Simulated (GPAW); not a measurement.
Write an ASE script for GPAW 26.7.0 that does the following.

```
Task                : single point
Functional          : TB-mBJ
Potentials or basis : GPAW PAW data sets for LDA (gpaw-data 1.2.1)
Cutoff              : 600 eV
Basis               : pw
k mesh              : 7 × 7 × 5
Occupations         : fermi-dirac, width 0.05 eV
Spin                : no spin polarisation
Maxiter             : 150
```

Crystal: SnSe2.

```xyz
3
Lattice="3.8110 0.0000 0.0000 -1.9055 3.3004 0.0000 0.0000 0.0000 6.1360" Properties=species:S:1:pos:R:3 pbc="T T T"
Sn    0.0000    0.0000    0.0000
Se    0.0000    2.2003    1.5279
Se    1.9055    1.1001    4.6081
```

These files were run (other wordings do the same):

run.py

```python
from ase import Atoms
from ase.dft.bandgap import bandgap
from ase.io import write
from gpaw import GPAW, PW

atoms = Atoms(['Sn', 'Se', 'Se'],
              cell=[[3.811, 0.0, 0.0],
                    [-1.9055, 3.3004228138, 0.0],
                    [0.0, 0.0, 6.136]],
              scaled_positions=[[0.0, 0.0, 0.0],
                                [0.3333333333, 0.6666666667, 0.249],
                                [0.6666666667, 0.3333333333, 0.751]],
              pbc=True)

calc = GPAW(mode=PW(600),
            xc='TB09',
            kpts={'size': (7, 7, 5), 'gamma': True},
            occupations={'name': 'fermi-dirac', 'width': 0.05},
            nbands=24,
            convergence={'density': 1e-05, 'energy': 1e-05},
            eigensolver='cg',
            maxiter=150,
            txt='gpaw.txt')
atoms.calc = calc
energy = atoms.get_potential_energy()
calc.write('gs.gpw')
write('result.traj', atoms)
print('Fermi level:', round(calc.get_fermi_level(), 4), 'eV')
print(f'Gap: {bandgap(calc)[0]:.4f} eV, direct: {bandgap(calc, direct=True)[0]:.4f} eV')
```

Potentials or basis: GPAW PAW data sets for LDA (gpaw-data 1.2.1), pw.

Run with:

```sh
$ OMP_NUM_THREADS=1 python run.py
```

Results of the run:

```
Band gap on the k mesh : 1.35 eV, indirect (least direct gap 1.82 eV)
```

Caveat: a model potential gives levels but no total energy; spin-orbit coupling is left out, which moves the levels of the heavy elements; an odd mesh through Γ misses points on the zone boundary, where band edges often lie.

Wall time 5.8 min on 1 thread of AMD EPYC 7571, with other jobs on the host, peak memory 0.33 GiB.
